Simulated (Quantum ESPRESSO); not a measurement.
Input of a Quantum ESPRESSO 7.5 run:

The input run.py:

```python
import numpy as np
from ase.calculators.espresso import Espresso, EspressoProfile
from ase.io import read

atoms = read('POSCAR')
atoms.set_initial_magnetic_moments([2.0, 0.0])

input_data = {
    'control': {'calculation': 'scf', 'prefix': 'pwscf', 'outdir': './tmp', 'tprnfor': True, 'tstress': True, 'disk_io': 'nowf'},
    'system': {'ecutwfc': 56.0, 'ecutrho': 448.0, 'nbnd': 21, 'occupations': 'smearing', 'smearing': 'fd', 'degauss': 0.00367493, 'nspin': 2},
    'electrons': {'conv_thr': 4e-10, 'electron_maxstep': 120, 'mixing_beta': 0.3},
}
pseudopotentials = {'Co': 'co_pbesol_v1.2.uspp.F.UPF', 'O': 'o_pbesol_v1.2.uspp.F.UPF'}
profile = EspressoProfile(command='mpirun -n 2 pw.x -nk 2', pseudo_dir='pseudo')
dft = Espresso(profile=profile, input_data=input_data, pseudopotentials=pseudopotentials, kpts=(11, 11, 11), koffset=(0, 0, 0))
atoms.calc = dft

print(f'energy {atoms.get_potential_energy():.8f} eV')
print('forces (eV/A)')
print(np.round(atoms.get_forces(), 6))
print('stress (eV/A^3, Voigt)')
print(np.round(atoms.get_stress(), 8))
print(f'Fermi level {dft.get_fermi_level():.4f} eV')
```

The input POSCAR:

```
CoO
1.0
    0.0000000000      2.1315000000      2.1315000000
    2.1315000000      0.0000000000      2.1315000000
    2.1315000000      2.1315000000      0.0000000000
Co O
1 1
Direct
    0.0000000000      0.0000000000      0.0000000000
    0.5000000000      0.5000000000      0.5000000000
```

Potentials or basis: GBRV 1.5 PBEsol.

The run is started by

```console
$ OMP_NUM_THREADS=1 python run.py
```

(1) Estimate the net moment.

(2) What does it give for the absolute moment?

## Answers

(1) 2.99 μB per cell.

(2) 3.02 μB per cell.

Caveat: a cell with one magnetic atom can't hold antiferromagnetic order, which such compounds often take.
